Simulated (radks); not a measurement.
# Cu in [Ar] 3d9.5 4s1 4p0.5: an all-electron calculation

One table from this session's results is given with a row withheld; the runs are named, their logs left out.

Method: non-relativistic Kohn-Sham, exchange-only r2SCAN, spin-polarised, spherical densities, point nucleus; open shells are filled with parallel spins first. Code: radks (a radial shooting solver on a logarithmic mesh, Libxc functionals) version 1.

**The atom as given**

* element: copper (Z = 29)
* charge: 0
* electrons: 29
* configuration: [Ar] 3d9.5 4s1 4p0.5

Set-up of the first run:

Input:

```text
Z 29
configuration [Ar] 3d9.5 4s1 4p0.5 5s0 4d0
relativity non-relativistic
functional r2scan,
spin polarised
nucleus point
```

One table of the session follows, with a row left open; its other results are not shown here.

It belongs to the step «Shells». Radial moments (bohr):

| level | <r> | outermost maximum (interpolated) | 90 % within | nodes |
| --- | --- | --- | --- | --- |
| 1s up | 0.05291 | 0.0349 | 0.0942 | 0 |
| 1s down | 0.05291 | 0.0349 | 0.0942 | 0 |
| 2s up | 0.2382 | 0.200 | 0.368 | 1 |
| 2s down | 0.2382 | 0.200 | 0.368 | 1 |
| 2p up | 0.2078 | 0.160 | 0.339 | 0 |
| 2p down | 0.2077 | 0.160 | 0.339 | 0 |
| 3s up | 0.7204 | 0.621 | 1.08 | 2 |
| 3s down | 0.7206 | 0.621 | 1.08 | 2 |
| 3p up | 0.7521 | 0.623 | 1.16 | 1 |
| 3p down | 0.7518 | 0.624 | 1.16 | 1 |
| 3d up | 0.9983 | 0.603 | 1.79 | 0 |
| 3d down | 0.9678 | 0.603 | 1.71 | 0 |
| 4s up | 2.893 | 2.30 | 4.47 | 3 |
| 4s down | ? | ? | ? | ? |
| 4p up | 4.244 | 3.12 | 6.87 | 2 |

**Question.** Estimate the row for 4s down.

The run gave: <r>: 2.949; outermost maximum (interpolated): 2.24; 90 % within: 4.66; nodes: 3. In the column «<r>» it lies between 4s up (2.893) and 4p up (4.244).
